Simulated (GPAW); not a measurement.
**W3N4 in GPAW: convergence with density grid spacing (A)**

Input of the first run (density grid spacing (A) 0.2); the others differ in this setting and in those tied to it:

The input run.py:

```python
from ase.dft.bandgap import bandgap
from ase.io import read, write
from ase.units import GPa
from gpaw import GPAW, PW

atoms = read('POSCAR')

calc = GPAW(mode=PW(800),
            h=0.2,
            xc='MGGA_X_R2SCAN+MGGA_C_R2SCAN',
            kpts={'size': (5, 5, 5), 'gamma': True},
            occupations={'name': 'fermi-dirac', 'width': 0.05},
            nbands=55,
            convergence={'density': 1e-05, 'energy': 1e-05},
            maxiter=100,
            txt='gpaw.txt')
atoms.calc = calc
energy = atoms.get_potential_energy()
forces = atoms.get_forces()
stress = atoms.get_stress()
calc.write('gs.gpw')
write('result.traj', atoms)
print(f'Energy: {energy:.6f} eV')
print('Forces (eV/A):')
print(forces.round(4))
print('Stress (GPa):', (stress / GPa).round(3))
print('Fermi level:', round(calc.get_fermi_level(), 4), 'eV')
print(f'Gap: {bandgap(calc)[0]:.4f} eV, direct: {bandgap(calc, direct=True)[0]:.4f} eV')
```

POSCAR

```
W3N4
1.0
    4.1220000000      0.0000000000      0.0000000000
    0.0000000000      4.1220000000      0.0000000000
    0.0000000000      0.0000000000      4.1220000000
W N
3 4
Direct
    0.5000000000      0.0000000000      0.5000000000
    0.0000000000      0.5000000000      0.5000000000
    0.5000000000      0.5000000000      0.0000000000
    0.0000000000      0.0000000000      0.5000000000
    0.0000000000      0.5000000000      0.0000000000
    0.5000000000      0.0000000000      0.0000000000
    0.5000000000      0.5000000000      0.5000000000
```

Potentials or basis: GPAW PAW data sets (gpaw-data 1.2.1), pw.

The run is started by

```console
$ OMP_NUM_THREADS=1 python run.py
```

Hardware: 1 thread of Arm Neoverse V1, on a shared host.

**Question.** The values tried are 0.24, 0.2, 0.17, 0.15, 0.13, 0.11, 0.09, loosest first. From which on does the pressure stay within 0.1 GPa of the tightest run that finished?

**Answer.** From 0.17 on.

```csv
density grid spacing (A),"energy less the tightest run, at zero smearing (meV/atom)",pressure (GPa),SCF cycles,CPU time (s),peak memory (GiB)
0.24,refused,-,-,-,-
0.2,-3.16,19.54,11,74,0.33
0.17,-0.49,19.84,11,80,0.35
0.15,0.23,19.78,11,120,0.36
0.13,0.18,19.78,11,120,0.39
0.11,0.04,19.78,11,290,0.5
0.09,0.00,19.79,11,560,0.66
```

Against the tightest run, the energy stays within 1 meV/atom from 0.17 on. The tightest run that finished is the yardstick and may itself not be fully converged.

Caveat, for the tightest run too: so large a pressure means that the cell lies far from this level's equilibrium, or that cutoff or potentials fall short; the potentials were made for another functional, which shifts forces and pressure. Spin-orbit coupling is left out, which matters for the levels of W.
